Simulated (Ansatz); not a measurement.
# BCl2H3O: the cost of one run

Program: Ansatz 0.2.0. Level of theory: RKS PBE-D4/def2-SVP. These are calculated values, not measurements.

**1. Starting point**

Bond lengths: B1–Cl3 1.860 Å, B1–Cl4 1.860 Å, B1–O5 1.710 Å, O5–H6 1.010 Å. Angles: Cl3–B1–Cl4 120.0°, Cl3–B1–O5 97.0°, Cl4–B1–O5 101.2°, B1–O5–H6 109.5°.

Structure file:

```xyz
7

B     0.0000    0.0000    0.0000
H     0.0000    0.0000    1.5400
Cl    1.6108    0.0000   -0.9300
Cl   -1.6108    0.0000   -0.9300
O     0.0715   -1.6212    0.5392
H    -0.4750   -2.2058   -0.0770
H     0.0379   -0.8605    1.5370
```

**2. A restrained relaxation towards end A**

Springs on the bonds that form and break draw the guess towards this end; the thresholds are loose.

Input file input.yaml:

```yaml
crystal:
  periodic: [false, false, false]
  atoms:
    - { symbol: B, position_ang: [0.0, 0.0, 0.0] }
    - { symbol: H, position_ang: [0.0, 0.0, 1.54] }
    - { symbol: Cl, position_ang: [1.6108, 0.0, -0.93] }
    - { symbol: Cl, position_ang: [-1.6108, 0.0, -0.93] }
    - { symbol: O, position_ang: [0.0715, -1.6212, 0.5392] }
    - { symbol: H, position_ang: [-0.475, -2.2058, -0.077] }
    - { symbol: H, position_ang: [0.0379, -0.8605, 1.537] }
basis:
  gaussian: { orbitals: def2-SVP }
hamiltonian:
  xc: pbe
  dispersion: d4
relax:
  f_tol: 0.15
  max_steps: 25
  restrain:
    - { distance: [0, 4], at: 2.61, k: 30.0 }
    - { distance: [6, 1], at: 1.86, k: 30.0 }
    - { distance: [0, 1], at: 1.19, k: 30.0 }
    - { distance: [6, 4], at: 1.01, k: 30.0 }
```

Launch:

```
ansatz run input.yaml --threads 2 --pin off --max-ram 3072MiB --backend cpu --events-out ev --progress --plain --runs-dir out
```

Q: Estimate wall time and peak memory on 2 threads of Arm Neoverse V2, shared host.

About 13 s, with a peak of 0.14 GiB.
